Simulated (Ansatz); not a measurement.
**GaH10NOSi2Sn: how energies converge with the basis set**

One table from this session's results is given with a row withheld; the runs are named, their logs left out.

Method: one geometry, several basis sets; program: Ansatz 0.2.0, Gaussian basis.

The runs, in order: PBE0-D4/def2-SVP; ωB97M-V/def2-SVP; PBE0-D4/def2-QZVPP; ωB97M-V/def2-QZVPP; the functionals' def2-TZVPP values are taken from earlier runs.

### The geometry

The geometry comes from an earlier relaxation with PBE0-D4 in a triple-zeta def2 set; it is a stationary point, not always the lowest conformer. Sn takes the def2 core potential; no spin-orbit term is included.

SMILES `[NH2][Sn@@H]([GaH2])[Si@H](O)[SiH3]`, 16 atoms, charge 0, spin multiplicity 1.

Atoms are counted from 1 here; the program's logs count them from 0.

Bond lengths: N1–Sn2 2.052 Å, N1–H7 1.013 Å, N1–H8 1.012 Å, Sn2–Ga3 2.618 Å, Sn2–Si4 2.581 Å, Sn2–H9 1.733 Å, Ga3–H10 1.573 Å, Ga3–H11 1.573 Å, Si4–O5 1.661 Å, Si4–Si6 2.337 Å, Si4–H12 1.496 Å, O5–H13 0.959 Å, Si6–H14 1.489 Å, Si6–H15 1.490 Å, Si6–H16 1.485 Å. Angles: Sn2–N1–H7 112.8°, Sn2–N1–H8 113.0°, H7–N1–H8 107.1°, N1–Sn2–Ga3 107.0°, N1–Sn2–Si4 102.6°, N1–Sn2–H9 111.1°, Ga3–Sn2–Si4 115.8°, Ga3–Sn2–H9 110.9°, Si4–Sn2–H9 109.1°, Sn2–Ga3–H10 120.4°, Sn2–Ga3–H11 120.6°, H10–Ga3–H11 119.0°, Sn2–Si4–O5 113.0°, Sn2–Si4–Si6 107.2°, Sn2–Si4–H12 108.1°, O5–Si4–Si6 107.7°, O5–Si4–H12 110.7°, Si6–Si4–H12 110.0° and more.

The first run:

File in.yaml:

```yaml
crystal:
  periodic: [false, false, false]
  atoms:
    - {symbol: N, position_ang: [0.403719, -1.845411, 1.202015]}
    - {symbol: Sn, position_ang: [1.347726, -0.271642, 0.284443]}
    - {symbol: Ga, position_ang: [2.213993, -1.141257, -2.027589]}
    - {symbol: Si, position_ang: [-0.507598, 1.520623, 0.189148]}
    - {symbol: O, position_ang: [-0.702587, 2.331643, 1.625607]}
    - {symbol: Si, position_ang: [-2.512911, 0.417569, -0.282005]}
    - {symbol: H, position_ang: [0.111341, -1.630643, 2.147752]}
    - {symbol: H, position_ang: [0.978129, -2.677781, 1.250520]}
    - {symbol: H, position_ang: [2.658127, 0.320136, 1.252552]}
    - {symbol: H, position_ang: [2.844266, -0.143479, -3.067750]}
    - {symbol: H, position_ang: [2.097059, -2.663754, -2.405981]}
    - {symbol: H, position_ang: [-0.177295, 2.474294, -0.915050]}
    - {symbol: H, position_ang: [0.054005, 2.815552, 1.960809]}
    - {symbol: H, position_ang: [-3.631654, 1.371366, -0.516482]}
    - {symbol: H, position_ang: [-2.297166, -0.376447, -1.523696]}
    - {symbol: H, position_ang: [-2.879153, -0.500769, 0.825699]}
basis:
  gaussian: {orbitals: def2-SVP}
hamiltonian: {xc: pbe0, dispersion: d4}
output: {orbitals: {seedname: orbitals}}
```

On the command line:

```bash
$ ansatz run in.yaml --threads 2 --pin off --events-out ev --progress --plain --max-ram 20480MiB --backend cpu
```

Among the steps run: PBE0-D4 in def2-SVP; ωB97M-V in def2-SVP; PBE0-D4 in def2-QZVPP; ωB97M-V in def2-QZVPP.

One of the session's tables, all rows but one given; the rest of the session is left out.

It belongs to the step «Functionals by basis». 

| functional | basis | HOMO (eV) | LUMO (eV) |
| --- | --- | --- | --- |
| PBE0-D4 | def2-SVP | -6.71 | -2.19 |
| PBE0-D4 | def2-TZVPP | -6.82 | -2.23 |
| PBE0-D4 | def2-QZVPP | -6.84 | -2.26 |
| ωB97M-V | def2-SVP | -8.64 | -0.48 |
| ωB97M-V | def2-TZVPP | ? | ? |
| ωB97M-V | def2-QZVPP | -8.74 | -0.66 |

**Question.** Estimate the row for ωB97M-V, def2-TZVPP.

As computed: HOMO (eV): -8.73; LUMO (eV): -0.57. In the column «HOMO (eV)» it lies between ωB97M-V, def2-QZVPP (-8.74) and ωB97M-V, def2-SVP (-8.64).
